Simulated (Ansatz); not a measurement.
Crystal: CuF.

```xyz
2
Lattice="2.4710 0.0000 0.0000 0.0000 2.4710 0.0000 0.0000 0.0000 3.4165" Properties=species:S:1:pos:R:3 pbc="T T T"
Cu    0.0000    0.0000    0.0000
F     1.2355    1.2355    1.7083
```

The cell was built by a generator and needn't be a form met in nature.

| Quantity | Value |
| --- | --- |
| Program | Ansatz 0.2.0 |
| Task | relaxation of cell and atoms |
| Functional | PBE0 |
| Potentials or basis | Ansatz PAW |
| Cutoff | 420 eV (not typed: the program's choice for these potentials) |
| k mesh | 6 × 6 × 4 |
| Occupations | fermi-dirac, width 0.05 eV |
| Spin | no spin polarisation |

At the start: volume 10.43 Å³/atom.

Question: How do energy, volume and symmetry change on relaxing?

Answer: It ends after 13 steps and the volume is 10.54 Å³/atom (+1.1 %); space group Pm-3m (No. 221, to 0.05 Å).

The path:
| step | energy change (eV) | largest force (eV/Å) | volume (Å³) |
| --- | --- | --- | --- |
| 1 | 0.0000 | 0.0000 | 20.86 |
| 2 | -0.1697 | 0.0000 | 20.74 |
| 3 | -0.2778 | 0.0000 | 20.67 |
| 4 | -0.3341 | 0.0000 | 20.73 |
| 5 | -0.3406 | 0.0000 | 20.74 |
| 6 | -0.3410 | 0.0000 | 20.66 |
| 7 | -0.3409 | 0.0000 | 20.70 |
| 8 | -0.3657 | 0.0000 | 20.70 |
| 9 | -0.3711 | 0.0000 | 20.92 |
| 10 | -0.3711 | 0.0000 | 21.06 |
| 11 | -0.3731 | 0.0000 | 21.06 |
| 12 | -0.3731 | 0.0000 | 21.08 |
| 13 | -0.3732 | 0.0000 | 21.08 |

Final structure:
```
CELL_PARAMETERS angstrom
2.76120 0.00000 0.00000
0.00000 2.76120 0.00000
0.00000 0.00000 2.76536
ATOMIC_POSITIONS crystal
Cu 0.00000 0.00000 0.00000
F 0.50000 0.50000 0.50000
```

Caveat: the k mesh is coarse (spacing up to 0.46 Å⁻¹), so the values aren't converged, least of all with exact exchange; the plane-wave basis is chosen anew once the cell has moved, so the energies of steps on either side of that aren't comparable; the pressure holds a Pulay correction of +0.6 GPa for the finite cutoff; the PAW data sets come from PBE, with cores solved anew for the run's functional, which leaves a small shift of forces and pressure.
